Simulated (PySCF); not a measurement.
# C3H12AsGa: electronic excitations

What electronic excitations should C3H12AsGa (`CCC[AsH2+][GaH3-]`) show?

The runs use PySCF 2.14.0, with density-fitted response routines of our own; the level of theory stands in each step. All values are computed, except where a source is named. Atoms are numbered from 0 throughout.

### 1 Starting geometry

17 atoms, charge 0, multiplicity 1; geometry from: GFN2-xTB.

Bonds of the start (Å): C0–C1 1.52, C1–C2 1.53, C2–As3 1.96, As3–Ga4 2.66, C0–H5 1.09, C0–H6 1.09, C0–H7 1.09, C1–H8 1.10, C1–H9 1.10, C2–H10 1.10, C2–H11 1.10, As3–H12 1.50, As3–H13 1.50, Ga4–H14 1.56, Ga4–H15 1.56, Ga4–H16 1.55.

### 2 TDDFT and polarisability: CAM-B3LYP/def2-SVPD

The job: settings as JSON, then the geometry in Å.

```
{"job": {"kind": "uv", "xc": "CAM-B3LYP", "basis": "def2-SVPD", "nstates": 8, "ntriplets": 3}, "charge": 0, "multiplicity": 1}
C      2.609744     0.445326     0.335205
C      1.509283    -0.474036    -0.181445
C      0.120117     0.102641     0.081384
As    -1.360466    -1.022815    -0.550237
Ga    -3.193979     0.705545     0.313387
H      3.589183     0.015676     0.137740
H      2.509644     0.593476     1.408186
H      2.554820     1.416060    -0.152408
H      1.638372    -0.628090    -1.258755
H      1.592968    -1.451428     0.306882
H      0.014187     1.082340    -0.401943
H     -0.029686     0.264165     1.156581
H     -0.839874    -2.323402    -0.017598
H     -0.791894    -1.328841    -1.902416
H     -2.639237     1.874453    -0.561343
H     -2.707384     0.626858     1.795594
H     -4.582795     0.114100    -0.039701
```

With the program's defaults for keys left out, this is: TDDFT CAM-B3LYP/def2-SVPD, vertical, gas phase, core orbitals frozen in the response.

On the command line:

```sh
OMP_NUM_THREADS=1 python probes_run.py task.json out
```

This one command runs all jobs of the session in turn.

Log:

```text
coarse grid: 59952 points
cycle   1  E = -4281.7494761265  dE = -1.078e+00  |g| = 5.486e-01  |ddm| = 5.046e+00
cycle   2  E = -4281.7566678317  dE = -7.192e-03  |g| = 5.640e-01  |ddm| = 1.051e+00
cycle   3  E = -4281.7926802035  dE = -3.601e-02  |g| = 3.683e-02  |ddm| = 5.358e-01
cycle   4  E = -4281.7929038101  dE = -2.236e-04  |g| = 1.912e-02  |ddm| = 8.447e-02
cycle   5  E = -4281.7929636810  dE = -5.987e-05  |g| = 2.915e-03  |ddm| = 2.944e-02
cycle   6  E = -4281.7929656798  dE = -1.999e-06  |g| = 7.423e-04  |ddm| = 6.338e-03
final grid: 124456 points
cycle   7  E = -4281.7928931123  dE = -1.344e-07  |g| = 6.182e-04  |ddm| = 4.961e-03
cycle   8  E = -4281.7928931249  dE = -1.253e-08  |g| = 6.307e-04  |ddm| = 2.118e-03
cycle   9  E = -4281.7928932143  dE = -8.941e-08  |g| = 4.822e-05  |ddm| = 9.391e-04
cycle  10  E = -4281.7928932150  dE = -6.949e-10  |g| = 1.045e-05  |ddm| = 1.059e-04
converged SCF energy = -4281.7928932150

Static polarisability (au): isotropic 105.299, principal 88.522 102.442 124.932

Singlet excitations
state   eV       nm        f      main configurations
  1   6.1766    200.7   0.00359   H->L 0.88
  2   6.2540    198.2   0.01183   H-1->L 0.90
  3   6.7286    184.3   0.21534   H-2->L 0.86
  4   7.1965    172.3   0.00338   H-2->L+3 0.60, H->L+3 0.33
  5   7.3479    168.7   0.00880   H->L+1 0.60, H->L+2 0.17
  6   7.4265    166.9   0.02564   H-1->L+1 0.42, H->L+3 0.34, H-2->L+3 0.12
  7   7.5553    164.1   0.09526   H-2->L+1 0.37, H-2->L+2 0.34, H-1->L+3 0.17
  8   7.6240    162.6   0.15621   H-2->L+2 0.29, H-1->L+3 0.22, H->L+1 0.20

Triplet excitations (Tamm-Dancoff, eV): 5.5853 5.8060 5.8211
```

Run time: 85 s. Hardware: 1 thread of Arm Neoverse V1, shared host; peak memory 1.1 GiB.

The orbitals next to the gap, with their largest atomic shares:

```
orbital      eV                         atoms
 HOMO−3  -11.14    C2 24 %, As3 22 %, C1 11 %
 HOMO−2   -9.47    As3 43 %, Ga4 17 %, C2 9 %
 HOMO−1   -9.29  Ga4 40 %, H14 26 %, H15 26 %
   HOMO   -9.17   Ga4 38 %, H16 35 %, H15 8 %
   LUMO    0.13  Ga4 27 %, As3 27 %, H12 10 %
 LUMO+1    0.86    Ga4 48 %, As3 14 %, C2 5 %
 LUMO+2    1.11   As3 24 %, Ga4 13 %, C2 10 %
```

With each of the 8 states as a Gaussian band of 0.4 eV half-width at 1/e, the curve within the window shown has maxima at 183 nm (ε 9,100), 163 nm (ε 11,000) L/(mol cm). Beyond the last state computed it falls off for lack of states. The curve at chosen wavelengths:

(nm, ε (L/mol/cm)): (156, 5525), (159, 8965), (161, 10656), (164, 11347), (166, 10606), (169, 8645), (172, 7096), (174, 6784), (177, 7354), (179, 8083), (182, 8952), (185, 8937), (187, 8357), (190, 6874), (192, 5704), (195, 4024), (198, 2668), (200, 1984), (203, 1249), (205, 911), (208, 563), (211, 344), (213, 244), (216, 143), (218, 98), (221, 54)

Further results of this job:

```
           property  computed
  dipole moment (D)      3.93
polarisability (Å³)     15.60
 HOMO–LUMO gap (eV)      9.30
      −ε(HOMO) (eV)      9.17
```

### 3 Summary of results

| quantity | value |
| --- | --- |
| lowest singlet (CAM-B3LYP/def2-SVPD) | 6.18 eV (201 nm), f = 0.004 |
| brightest single state of those computed | state 3, 6.73 eV, f = 0.215 |
| lowest triplet | 5.59 eV |

**Reading.** The lowest singlet, at 6.18 eV, is HOMO→LUMO 0.88 and is weak; of the 8 states computed, the strongest absorption comes from state 3 at 6.73 eV (the last state computed is bright too, and its partners may lie past the list). The lowest triplet lies 0.59 eV below the lowest singlet (triplets in Tamm-Dancoff, singlets in full TDDFT).
